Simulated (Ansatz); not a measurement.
Predict the output of the script below (Ansatz 0.2.0, Python API).

Script `dfpt_pt.py`:
```python
'''DFPT phonons of Pt.'''

from pathlib import Path
import argparse

import ansatz as az
from ase import Atoms
import numpy as np

parser = argparse.ArgumentParser(description='DFPT phonons of Pt.')
parser.add_argument('--mesh', type=int, nargs=3, required=True, help='k-point sampling')
args = parser.parse_args()

atoms = Atoms(
    ['Pt'],
    scaled_positions=[
        [0.0, 0.0, 0.0],
    ],
    cell=[
        [-1.58422, 1.58422, 1.58422],
        [1.58422, -1.58422, 1.58422],
        [1.58422, 1.58422, -1.58422],
    ],
    pbc=True,
)
cell = az.Crystal.from_ase(atoms)

calc = (
    cell.calculation()
    .functional(az.Functional.LDA)
    .occupations(az.OccupationsMethod.COLD, width=50 * az.meV)
    .pseudopotentials('paw')
    .kpoints(*args.mesh)
    .phonons('dfpt', points=[(0, 0, 0), (0.5, 0.5, 0), (0.5, 0, 0.5)])
)
outcome = calc.run(threads=1, runs_dir='runs')
ph = outcome.phonons

for q in ph.qpoints:
    thz = np.asarray(q.omega_inv_cm) / 33.35641
    print('q = ({:.2f}, {:.2f}, {:.2f})'.format(*q.q_frac), np.round(thz, 2) + 0.0, 'THz')
```

Running `python dfpt_pt.py --mesh 14 14 14` prints:
```text
DeckWarning: basis.ecutwfc = 420 eV, auto-derived from the records' recommended cutoffs: set by Pt (normal level)
q = (0.00, 0.00, 0.00) [0. 0. 0.] THz
q = (0.50, 0.50, 0.00) [-1.71  2.95  4.52] THz
q = (0.50, 0.00, 0.50) [-1.71  2.95  4.52] THz
```
(Warnings from the package without file and line.)

Notes:
- The run is spin-unpolarised.
- The cell isn't relaxed first, so the values belong to this volume.
- The mesh is modest for a metal, so energies can be off by several to tens of meV an atom and pressures by half a GPa or more; differences at equal mesh fare better.
- A negative frequency stands for an imaginary mode.
- Spin-orbit coupling, which matters for elements this heavy, is left out.
- This isn't the structure that Pt takes at ambient conditions.
- The structure is taken as given; imaginary modes can come from an unrelaxed or unstable start. Phonons of metals also depend on mesh and smearing.
- Finished in 52 s on 1 thread of Arm Neoverse V1 (shared host), peak memory 0.69 GiB.
